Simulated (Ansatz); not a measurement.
LiCaF3:

```xyz
5
Lattice="3.7612 0.0000 0.0000 0.0000 3.7612 0.0000 0.0000 0.0000 3.7612" Properties=species:S:1:pos:R:3 pbc="T T T"
Ca    0.0000    0.0000    0.0000
F     1.8806    0.0000    1.8806
F     1.8806    1.8806    0.0000
F     0.0000    1.8806    1.8806
Li    1.8806    1.8806    1.8806
```

The cell comes from a database or a generator and needn't be the stable form of this composition.

Program: Ansatz 0.2.0. Alike in all runs: task projected density of states; potentials or basis Ansatz PAW; no spin polarisation; cell as given; k mesh 7 × 7 × 7; smearing fermi-dirac 0.05 eV.

Problem. Order these runs on this cell by their pressure, lowest first.
A. level LDA; cutoff (eV) 420
B. level BLYP; cutoff (eV) 420
C. level r2SCAN; cutoff (eV) 500
D. level PBE; cutoff (eV) 420
E. level RPBE; cutoff (eV) 420

Solution. A (-9.4 GPa), C (-4.4 GPa), D (0.0 GPa), B (1.5 GPa), E (4.8 GPa).

Caveats: odd divisions of the mesh miss points on the zone boundary, where band edges often lie, so the gap on the mesh can be too wide; the density of states is complete only up to the lowest level of the last band computed; the PAW data sets come from PBE, with cores solved anew for the run's functional, which leaves a small shift of forces and pressure (some runs).
